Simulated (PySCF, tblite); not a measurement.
# C₇H₈Se: a rotation path, then NMR shifts on frames, part 2 of 2

tblite 0.8.0 and PySCF 2.14.0. Atoms count from 0. The steps go on from the part before.

## 5. Shielding tensors: image 5, PBE0/pcSseg-1

Job settings and geometry (Å):

```
{"job": {"kind": "nmr", "xc": "PBE0", "basis": "pcSseg-1", "pop": false}, "charge": 0, "multiplicity": 1}
C     -2.664800     1.100400    -0.700400
C     -1.851800     0.069800    -0.825000
C     -1.145500    -0.594900     0.314900
C      0.337400    -0.393600     0.199100
C      1.255400    -0.491700     1.196400
C      2.591300    -0.203800     0.818300
C      2.754300     0.130100    -0.484300
Se     1.154500     0.095700    -1.420500
H     -3.119100     1.578300    -1.551200
H     -2.909900     1.509600     0.266100
H     -1.619300    -0.336500    -1.804800
H     -1.369600    -1.667800     0.316300
H     -1.487300    -0.187000     1.270300
H      0.983000    -0.752600     2.206700
H      3.407700    -0.233700     1.520500
H      3.675900     0.386700    -0.974800
```

With the program's defaults for keys left out, this is: GIAO PBE0/pcSseg-1 NMR shielding, non-relativistic, gas phase.

What it wrote:

```text
coarse grid: 63368 points
cycle   1  E = -2672.1007678164  dE =  2.915e-01  |g| = 7.968e-01  |ddm| = 4.039e+00
cycle   2  E = -2672.0611520548  dE =  3.962e-02  |g| = 7.333e-01  |ddm| = 1.018e+00
cycle   3  E = -2672.1451214009  dE = -8.397e-02  |g| = 2.392e-01  |ddm| = 8.789e-01
cycle   4  E = -2672.1605334048  dE = -1.541e-02  |g| = 7.111e-02  |ddm| = 3.552e-01
cycle   5  E = -2672.1618265478  dE = -1.293e-03  |g| = 1.945e-02  |ddm| = 8.188e-02
cycle   6  E = -2672.1619216215  dE = -9.507e-05  |g| = 7.080e-03  |ddm| = 2.623e-02
cycle   7  E = -2672.1619336085  dE = -1.199e-05  |g| = 2.373e-03  |ddm| = 8.165e-03
cycle   8  E = -2672.1619349737  dE = -1.365e-06  |g| = 8.780e-04  |ddm| = 2.830e-03
final grid: 134512 points
cycle   9  E = -2672.1620018325  dE =  4.035e-07  |g| = 1.534e-03  |ddm| = 2.716e-03
cycle  10  E = -2672.1620001639  dE =  1.669e-06  |g| = 2.888e-03  |ddm| = 4.146e-03
cycle  11  E = -2672.1620024562  dE = -2.292e-06  |g| = 2.881e-04  |ddm| = 2.824e-03
cycle  12  E = -2672.1620024765  dE = -2.032e-08  |g| = 4.442e-05  |ddm| = 2.741e-04
cycle  13  E = -2672.1620024770  dE = -5.080e-10  |g| = 5.932e-06  |ddm| = 4.395e-05
converged SCF energy = -2672.1620024770

GIAO shielding tensors (ppm)
atom      isotropic    diamagn.    paramagn.     s11        s22        s33       span
  0 C       63.501     252.681    -189.180    -48.941     81.710    157.734    206.676
  1 C       40.188     258.159    -217.970    -83.128     47.000    156.693    239.820
  2 C      145.927     243.794     -97.868    135.325    144.876    157.579     22.254
  3 C       19.070     261.996    -242.926    -58.278      8.799    106.689    164.967
  4 C       57.506     250.288    -192.782    -22.470     52.766    142.221    164.691
  5 C       53.328     253.694    -200.366    -30.675     45.123    145.536    176.212
  6 C       48.101     259.139    -211.038    -48.112     48.523    143.892    192.004
  7 Se    1179.576    2997.996   -1818.420    829.727   1315.098   1393.904    564.178
  8 H       26.245      28.411      -2.165     23.149     25.015     30.572      7.423
  9 H       26.159      30.794      -4.634     22.648     25.120     30.710      8.062
 10 H       25.117      31.589      -6.472     21.899     23.340     30.112      8.214
 11 H       27.784      28.790      -1.006     24.042     26.056     33.255      9.213
 12 H       28.092      31.413      -3.320     23.400     28.036     32.842      9.442
 13 H       24.663      32.288      -7.626     21.433     24.118     28.437      7.005
 14 H       24.574      29.498      -4.925     21.257     24.063     28.402      7.145
 15 H       24.269      30.938      -6.669     21.177     23.162     28.467      7.290
```

Run time: 78 s. Hardware: 1 thread of Intel Xeon at 2.50GHz, shared host; peak memory 0.99 GiB.

Key values: δ C3 167.9, C1 146.7, C6 138.8, C5 133.6, H15 7.45, H14 7.14 ppm.

## 6. Shielding tensors: image 6, PBE0/pcSseg-1

Job settings and geometry (Å):

```
{"job": {"kind": "nmr", "xc": "PBE0", "basis": "pcSseg-1", "pop": false}, "charge": 0, "multiplicity": 1}
C     -2.671900     1.069500    -0.792600
C     -1.861300     0.028600    -0.812300
C     -1.149600    -0.513800     0.386700
C      0.334400    -0.336600     0.242700
C      1.286900    -0.601600     1.176100
C      2.614000    -0.290600     0.787600
C      2.735400     0.228100    -0.458500
Se     1.099800     0.369500    -1.319900
H     -3.131600     1.454100    -1.686600
H     -2.911200     1.581400     0.125200
H     -1.638500    -0.480500    -1.744500
H     -1.375400    -1.579100     0.507100
H     -1.486700    -0.003300     1.293800
H      1.046200    -1.003300     2.147700
H      3.457000    -0.443900     1.440700
H      3.644700     0.530400    -0.945900
```

Method: GIAO PBE0/pcSseg-1 NMR shielding, non-relativistic, gas phase.

What it wrote:

```text
coarse grid: 63368 points
cycle   1  E = -2672.1016900064  dE =  2.903e-01  |g| = 7.957e-01  |ddm| = 4.051e+00
cycle   2  E = -2672.0633357549  dE =  3.835e-02  |g| = 7.289e-01  |ddm| = 1.005e+00
cycle   3  E = -2672.1458123164  dE = -8.248e-02  |g| = 2.376e-01  |ddm| = 8.667e-01
cycle   4  E = -2672.1609983615  dE = -1.519e-02  |g| = 7.027e-02  |ddm| = 3.520e-01
cycle   5  E = -2672.1622711868  dE = -1.273e-03  |g| = 1.872e-02  |ddm| = 8.134e-02
cycle   6  E = -2672.1623584078  dE = -8.722e-05  |g| = 7.094e-03  |ddm| = 2.571e-02
cycle   7  E = -2672.1623705473  dE = -1.214e-05  |g| = 2.299e-03  |ddm| = 8.172e-03
cycle   8  E = -2672.1623718179  dE = -1.271e-06  |g| = 8.727e-04  |ddm| = 2.765e-03
final grid: 134512 points
cycle   9  E = -2672.1624085139  dE =  3.978e-07  |g| = 1.528e-03  |ddm| = 2.979e-03
cycle  10  E = -2672.1624068267  dE =  1.687e-06  |g| = 2.896e-03  |ddm| = 4.169e-03
cycle  11  E = -2672.1624091350  dE = -2.308e-06  |g| = 2.817e-04  |ddm| = 2.844e-03
cycle  12  E = -2672.1624091544  dE = -1.933e-08  |g| = 4.341e-05  |ddm| = 2.688e-04
cycle  13  E = -2672.1624091548  dE = -4.693e-10  |g| = 6.130e-06  |ddm| = 4.385e-05
converged SCF energy = -2672.1624091548

GIAO shielding tensors (ppm)
atom      isotropic    diamagn.    paramagn.     s11        s22        s33       span
  0 C       61.730     252.735    -191.005    -51.956     79.269    157.877    209.833
  1 C       40.834     257.902    -217.068    -83.795     47.198    159.100    242.895
  2 C      146.919     243.890     -96.970    137.204    144.891    158.663     21.459
  3 C       19.295     261.551    -242.256    -57.641     11.338    104.187    161.828
  4 C       57.283     250.219    -192.935    -24.663     52.115    144.398    169.061
  5 C       52.581     253.731    -201.150    -31.546     44.937    144.353    175.900
  6 C       48.229     259.134    -210.905    -46.237     46.762    144.162    190.399
  7 Se    1175.254    2997.969   -1822.715    832.694   1312.714   1380.355    547.661
  8 H       26.174      28.378      -2.204     22.900     25.171     30.450      7.550
  9 H       26.093      30.711      -4.618     22.326     25.287     30.666      8.340
 10 H       25.046      31.548      -6.502     21.648     23.924     29.566      7.917
 11 H       27.770      29.104      -1.334     23.377     26.638     33.295      9.918
 12 H       28.070      31.036      -2.966     23.386     27.776     33.047      9.661
 13 H       24.615      32.166      -7.552     21.361     24.002     28.481      7.119
 14 H       24.497      29.444      -4.947     21.158     24.015     28.318      7.161
 15 H       24.306      30.983      -6.677     21.200     23.047     28.670      7.470
```

It took 79 s on 1 thread of Intel Xeon at 2.50GHz, shared host; peak memory 0.99 GiB.

In short: δ C3 167.6, C1 146.1, C6 138.7, C5 134.3, H15 7.41, H14 7.22 ppm.

## 7. Nuclear shieldings: image 8, PBE0/pcSseg-1

Job settings and geometry (Å):

```
{"job": {"kind": "nmr", "xc": "PBE0", "basis": "pcSseg-1", "pop": false}, "charge": 0, "multiplicity": 1}
C     -2.684000     0.968600    -0.953000
C     -1.872700    -0.054900    -0.758600
C     -1.150000    -0.325500     0.523700
C      0.332800    -0.196000     0.337900
C      1.313400    -0.784300     1.072500
C      2.636700    -0.456100     0.686300
C      2.725600     0.395600    -0.363700
Se     1.057500     0.900600    -1.002100
H     -3.168300     1.142100    -1.898600
H     -2.904000     1.673100    -0.167200
H     -1.663600    -0.752900    -1.560100
H     -1.373400    -1.337600     0.875100
H     -1.485400     0.378600     1.292000
H      1.102300    -1.453600     1.890200
H      3.499800    -0.858300     1.190000
H      3.625700     0.769700    -0.816500
```

Method: GIAO PBE0/pcSseg-1 NMR shielding, non-relativistic, gas phase.

What it wrote:

```text
coarse grid: 63368 points
cycle   1  E = -2672.1055898799  dE =  2.833e-01  |g| = 7.926e-01  |ddm| = 4.036e+00
cycle   2  E = -2672.0711973560  dE =  3.439e-02  |g| = 7.152e-01  |ddm| = 9.805e-01
cycle   3  E = -2672.1494831141  dE = -7.829e-02  |g| = 2.311e-01  |ddm| = 8.414e-01
cycle   4  E = -2672.1637899198  dE = -1.431e-02  |g| = 6.844e-02  |ddm| = 3.465e-01
cycle   5  E = -2672.1650412661  dE = -1.251e-03  |g| = 1.597e-02  |ddm| = 8.081e-02
cycle   6  E = -2672.1651020132  dE = -6.075e-05  |g| = 6.795e-03  |ddm| = 2.271e-02
cycle   7  E = -2672.1651131300  dE = -1.112e-05  |g| = 2.143e-03  |ddm| = 7.904e-03
cycle   8  E = -2672.1651142173  dE = -1.087e-06  |g| = 8.578e-04  |ddm| = 2.634e-03
final grid: 134512 points
cycle   9  E = -2672.1650881567  dE =  4.101e-07  |g| = 1.529e-03  |ddm| = 3.009e-03
cycle  10  E = -2672.1650863729  dE =  1.784e-06  |g| = 2.955e-03  |ddm| = 4.267e-03
cycle  11  E = -2672.1650887814  dE = -2.409e-06  |g| = 2.716e-04  |ddm| = 2.905e-03
cycle  12  E = -2672.1650887992  dE = -1.784e-08  |g| = 3.660e-05  |ddm| = 2.572e-04
cycle  13  E = -2672.1650887996  dE = -3.392e-10  |g| = 5.836e-06  |ddm| = 3.807e-05
converged SCF energy = -2672.1650887996

GIAO shielding tensors (ppm)
atom      isotropic    diamagn.    paramagn.     s11        s22        s33       span
  0 C       62.703     252.813    -190.109    -48.770     78.932    157.949    206.719
  1 C       40.262     257.282    -217.020    -86.208     46.479    160.514    246.723
  2 C      145.621     243.441     -97.820    134.048    145.354    157.461     23.413
  3 C       20.040     261.641    -241.601    -56.693     11.689    105.124    161.817
  4 C       57.121     250.116    -192.995    -24.087     52.503    142.945    167.032
  5 C       52.276     253.718    -201.441    -31.421     44.775    143.474    174.894
  6 C       46.530     259.337    -212.807    -49.355     45.380    143.565    192.920
  7 Se    1164.118    2997.732   -1833.614    812.835   1289.029   1390.490    577.655
  8 H       26.252      28.410      -2.158     22.901     25.521     30.333      7.432
  9 H       26.163      30.613      -4.450     21.976     25.846     30.667      8.690
 10 H       25.262      31.557      -6.295     21.514     25.484     28.788      7.274
 11 H       27.793      29.902      -2.109     22.790     27.364     33.224     10.435
 12 H       28.084      30.389      -2.305     24.233     26.731     33.288      9.055
 13 H       24.655      32.117      -7.462     21.553     23.967     28.445      6.892
 14 H       24.516      29.417      -4.901     21.252     24.052     28.246      6.994
 15 H       24.246      31.009      -6.764     21.310     22.913     28.514      7.204
```

Wall time 71 s (1 thread of Intel Xeon at 2.50GHz, shared host); peak memory 0.88 GiB.

Key values: δ C3 166.9, C1 146.7, C6 140.4, C5 134.6, H15 7.47, H14 7.20 ppm.

## 8. Comparing the runs: NMR shifts

Shifts (ppm) of some atoms, chosen among heavy atoms and hydrogens apart, with basis size and wall time:

```
  frame     C3     C1     C0    C2   H10    H8  Se7  functions  time
image 0  164.3  149.7  118.1  42.3  6.22  5.12  585        200  68 s
image 2  166.6  149.8  119.9  44.4  6.31  5.21  571        200  72 s
image 5  167.9  146.7  123.4  41.0  6.60  5.47  579        200  78 s
image 6  167.6  146.1  125.2  40.0  6.67  5.54  583        200  79 s
image 8  166.9  146.7  124.2  41.3  6.46  5.47  594        200  71 s
```

## 9. Summary of results

This closing draws on all 2 parts.

| quantity | value |
| --- | --- |
| barrier | 0.014 eV (0.3 kcal/mol) at image 5 |
| end to end (GFN2-xTB) | 0.000 eV |
| ¹³C shifts against TMS (PBE0/pcSseg-1, image 0) | 164.3, 149.7, 139.8, 134.9, 132.7, 118.1, 42.3 ppm |
| ¹H shifts against TMS (PBE0/pcSseg-1, image 0) | 7.42, 7.16, 7.06, 6.22, 5.40, 5.12, 3.66, 3.64 ppm |
| ⁷⁷Se shifts against Me2Se (PBE0/pcSseg-1, image 0) | 585 ppm |
| range of the shift of Se7 | 571 to 594 ppm |

In words: Along the band the dihedral turns by 119°, and the top (dihedral -19°) lies 0.3 kcal/mol above the start (GFN2-xTB, rough), so at room temperature this motion is fast. The top was not checked by a frequency run. Shifts at one fixed geometry are not the observed spectrum, which averages over the motion. In the first frame run (image 0): Shielding is most anisotropic at Se7 (span 574 ppm, paramagnetic term -1824 ppm). NICS(1)zz of -23 ppm above the planar ring from C3 marks a diatropic (aromatic) ring current. In ppm, Se7 moves most: its shift spreads over 23 ppm, from 571 (image 2) to 594 (image 8). Spin-orbit coupling is left out, which matters for shieldings and couplings at and beside the heavy atoms.
